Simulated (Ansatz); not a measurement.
Working through a search for lower mean-field states of GeH₄Si, SMILES [SiH3][GeH]

Computed with Ansatz 0.2.0, Python API.

Typed at the interpreter:
```pycon
>>> import ansatz as az
>>> import numpy as np
>>> geometry_ang = [
...     ('Si', [-0.6585, 0.018, 0.0112]),
...     ('Ge', [1.5124, 0.8147, -0.0648]),
...     ('H', [-0.8562, -0.7464, 1.2517]),
...     ('H', [-1.5975, 1.1491, -0.0232]),
...     ('H', [-0.9, -0.8558, -1.1467]),
...     ('H', [2.4998, -0.3796, -0.0281]),
... ]
>>> geometry = az.Crystal.molecule()
>>> for symbol, xyz in geometry_ang:
...     geometry = geometry.atom(symbol, xyz)
...
>>> symbols = [site.symbol for site in geometry.cartesian_sites]
>>> start = np.array([site.position_ang for site in geometry.cartesian_sites])
>>> for factor in [1.0, 1.3]:
...     xyz = (start - start.mean(axis=0)) * factor
...     scaled = az.Crystal.molecule()
...     for symbol, place in zip(symbols, xyz):
...         scaled = scaled.atom(symbol, place.tolist())
...     calc = scaled.calculation()
...     calc = calc.basis(gaussian='def2-TZVP').functional('b3lyp')
...     calc = calc.spin('collinear', total=2)
...     for search in ('off', 'standard'):
...         try:
...             data = calc.scf(lower_state_search=search).run(threads=1).report
...         except az.AnsatzError as error:
...             print(f'x{factor} search {search}: {type(error).__name__}')
...             continue
...         state = data['mean_field']['state']
...         print(f'all distances x{factor}, search {search:8s} E = {data["free_energy_ev"]:.5f} eV  <S^2> = {abs(state["spin_squared"]):.3f}  other states met: {len(data["mean_field"]["others"])}')
...
all distances x1.0, search off      E = -64460.97232 eV  <S^2> = 2.003  other states met: 0
all distances x1.0, search standard E = -64460.97232 eV  <S^2> = 2.003  other states met: 0
all distances x1.3, search off      E = -64456.88928 eV  <S^2> = 2.009  other states met: 0
all distances x1.3, search standard E = -64456.88928 eV  <S^2> = 2.009  other states met: 2
```

What to keep in mind:
- Total energies depend on the basis set; only differences at equal settings carry meaning.
- The count of other states can hold repeated and symmetry-equivalent ends of the search; scaling all distances is a test, and for more than two atoms no physical path.
- The geometry comes from a force field and isn't relaxed at this level.
- The species is open-shell (spin multiplicity 3).
- b3lyp holds the VWN-RPA fit, as in Gaussian; the form of ORCA and Turbomole is b3lyp5.
- Wall time of the script: 14 s on 1 thread of Arm Neoverse V2, on a shared host, peak memory 0.32 GiB.
